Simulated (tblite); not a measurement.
# C8H7: the cost of one run

Programs: tblite 0.8.0 and PySCF 2.14.0, with density-fitted response routines of our own. Each step states its level of theory. These are calculated values for one molecule in the gas phase, unless marked as measured. Atoms count from 0, in the outputs and in this text.

## 1. The starting structure

15 atoms, charge 0, multiplicity 2; geometry from: force field or distance geometry start.

Bonds of the start (Å): C0–C1 1.20, C1–C2 1.44, C2–C3 1.20, C3–C4 1.48, C4–C5 1.50, C5–C6 1.49, C6–C7 1.35, C0–H8 1.06, C4–H9 1.11, C4–H10 1.12, C5–H11 1.11, C6–H12 1.07, C7–H13 1.07, C7–H14 1.09.

## 2. Geometry optimisation with GFN2-xTB

What the job is given:

```
{"job": {"kind": "relax", "xc": "GFN2-xTB", "basis": "xTB"}, "charge": 0, "multiplicity": 2}
C      2.012400     2.056500    -3.163800
C      1.724800     1.264700    -2.308000
C      1.403900     0.303300    -1.282700
C      1.127500    -0.496900    -0.432000
C      0.829100    -1.489600     0.627000
C     -0.210000    -0.897500     1.533300
C     -1.444700    -0.574100     0.770900
C     -2.583400    -0.625400     1.487700
H      2.264000     2.755900    -3.915900
H      1.771400    -1.741900     1.146700
H      0.470800    -2.444000     0.162200
H      0.177200     0.014100     2.038900
H     -1.457000    -0.315900    -0.267200
H     -3.536200    -0.419900     1.035300
H     -2.554000    -0.887000     2.545600
```

Run with:

```
> OMP_NUM_THREADS=1 python probes_run.py task.json out
```

The driver reads the jobs from task.json and runs them one after another.

Q: Estimate the wall time of this first job on 1 thread of Intel Xeon at 2.50GHz, shared host.

About 3.1 s.
